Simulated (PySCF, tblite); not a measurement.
# C3H9BO− (doublet): geometry, infrared bands and EPR parameters

Aim: predict the infrared bands and EPR parameters of C3H9BO− (doublet) (`[BH2-]OC(C)C`).

Computed with tblite 0.8.0 and PySCF 2.14.0, with density-fitted response routines of our own, on a single molecule in the gas phase. Atoms are numbered from 0 throughout.

### Step 1. Starting geometry

14 atoms, charge -1, multiplicity 2; geometry from: force field or distance geometry start.

Bonds of the start (Å): B0–O1 1.48, O1–C2 1.41, C2–C3 1.52, C2–C4 1.54, B0–H5 1.20, B0–H6 1.19, C2–H7 1.12, C3–H8 1.12, C3–H9 1.10, C3–H10 1.12, C4–H11 1.11, C4–H12 1.11, C4–H13 1.11.

### Step 2. Optimising the geometry with GFN2-xTB

Job settings and geometry (Å):

```
{"job": {"kind": "relax", "xc": "GFN2-xTB", "basis": "xTB"}, "charge": -1, "multiplicity": 2}
B     -1.929400    -1.100500     0.669500
O     -0.477900    -0.891900     0.838400
C      0.076900    -0.071800    -0.164400
C      1.470800    -0.565200    -0.510700
C      0.137600     1.379700     0.333900
H     -2.528600    -0.059100     0.661300
H     -2.161500    -1.724000    -0.321800
H     -0.506100    -0.086800    -1.120200
H      2.125800    -0.550000     0.400600
H      1.925500     0.052000    -1.293500
H      1.412300    -1.621400    -0.870700
H     -0.885800     1.764000     0.530400
H      0.601500     2.031300    -0.434800
H      0.738200     1.443100     1.260000
```

Command:

```bash
> OMP_NUM_THREADS=1 python probes_run.py task.json out
```

The driver reads the jobs from task.json and runs them one after another.

**Question.** This job is followed by: GFN2-xTB harmonic vibrations, gas phase; UKS B3LYP, pcH-1 on B C H O, non-relativistic, mean-field spin-orbit, GIAO. What will the session give for the following? strongest single infrared mode (GFN2-xTB); zero-point energy (GFN2-xTB); g(iso) (B3LYP); ⟨S²⟩; largest a(iso) (averaged by class).

The runs gave:

| quantity | value |
| --- | --- |
| strongest single infrared mode (GFN2-xTB) | 1778 cm⁻¹, 953 km/mol |
| zero-point energy (GFN2-xTB) | 69.2 kcal/mol |
| g(iso) (B3LYP) | 2.00247 |
| ⟨S²⟩ | 0.752 (exact 0.75) |
| largest a(iso) (averaged by class) | 11B on B0, 267.3 MHz |

What this shows: Over 80 steps the energy fell by 0.194 eV; of the close pairs, B0–H6 changed most, 1.194 to 1.247 Å. All 36 modes are real, so the xTB geometry is a minimum. The strongest single mode, at 1778 cm⁻¹, moves mainly H5 and H6. Unscaled tight-binding wavenumbers are off by several per cent, some by more. Its intensities can rank the bands wrongly. B0 carries the largest spin population, 1.06 e. The isotropic g lies 0.1 ppt above the free-electron value. The records flag this anion as possibly unbound in the gas phase, so the basis may hold the extra electron.
